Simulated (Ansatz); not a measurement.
# Sn4GeTe2: the cost of one run

Method: DFT PBE, scalar-relativistic, plane waves, PAW, unless a step names another level, in Ansatz 0.2.0.

3 further runs of the same task are left out: 2 that didn't finish, 1 set aside as unsound or not needed. Runs told in other sessions of the task aren't counted.

**1. The starting structure**

It takes space group R-3m (No. 166, trigonal). Conventional cell: a = 4.326 Å, b = 4.326 Å, c = 40.815 Å, α = 90.00°, β = 90.00°, γ = 120.00°. Sn (site symmetry 3m) has 3 Ge at 2.86 Å in its first shell of neighbours. Around Sn (site symmetry 3m) lie 3 Te at 2.97 Å and 3 Sn at 3.34 Å. Ge (site symmetry -3m) is surrounded by 6 Sn at 2.86 Å. Te (site symmetry 3m) has 3 Sn at 2.97 Å in its first shell of neighbours.

Structure file:

```
Sn Ge Te
1.0
     2.16310    1.24887   13.60492
    -2.16310    1.24887   13.60492
     0.00000   -2.49774   13.60492
Sn Ge Te
4 1 2
Cartesian
  0.0000 0.0000 28.5974
  0.0000 0.0000 12.2173
  0.0000 0.0000 17.2096
  0.0000 0.0000 23.6051
  0.0000 0.0000 0.0000
  0.0000 0.0000 35.6009
  0.0000 0.0000 5.2139
```

It came out lowest among 25 distinct ends of the trial cells. At a tolerance of 0.05 Å it has space group R-3m (No. 166).

**2. Electronic structure at the relaxed geometry**

The input, input.yaml:

```yaml
crystal:
  lattice:
    - [2.1631031386, 1.2488681794, 13.6049186892]
    - [-2.1631031386, 1.2488681794, 13.6049186892]
    - [0.0, -2.4977363587, 13.6049186892]
  atoms:
    - { symbol: Sn, position: [0.7006638679, 0.7006638679, 0.7006638679] }
    - { symbol: Sn, position: [0.2993361321, 0.2993361321, 0.2993361321] }
    - { symbol: Sn, position: [0.4216520541, 0.4216520541, 0.4216520541] }
    - { symbol: Sn, position: [0.5783479459, 0.5783479459, 0.5783479459] }
    - { symbol: Ge, position: [0.0, 0.0, 0.0] }
    - { symbol: Te, position: [0.8722554235, 0.8722554235, 0.8722554235] }
    - { symbol: Te, position: [0.1277445765, 0.1277445765, 0.1277445765] }
basis:
  ecutwfc: 420
kpoints:
  mp_grid: { grid: [12, 12, 12] }
  band_path:
    path:
      - [[0.0, 0.0, 0.0], [0.5, 0.5, 0.5], [0.82771574, 0.17228426, 0.5]]
      - [[0.5, -0.17228426, 0.17228426], [0.5, 0.0, 0.0], [0.0, 0.0, 0.0], [0.33614213, -0.33614213, 0.0]]
      - [[0.66385787, 0.0, 0.33614213], [0.5, 0.0, 0.5], [0.0, 0.0, 0.0]]
    npoints: 14
hamiltonian:
  xc: pbe
scf:
  occupations: { method: gaussian, width: 0.1 }
  n_extra_bands: 17
output:
  forces: true
  stress: true
  eigenvalues: true
  populations: true
  dos: { projected: true, de: 0.02, nscf_kmesh: { grid: [15, 15, 15] } }
  bader: true
  write_density: true
  write_potential: true
  elf: true
  volumetric_format: npy
```

Command:

```sh
ansatz run input.yaml --threads 1 --pin off --max-ram 2560MiB --backend cpu --events-out ev --progress --plain --runs-dir out
```

What time and memory should one allow on 1 thread of Arm Neoverse V2, shared host?

About 9.5 min, with a peak of 2.2 GiB.
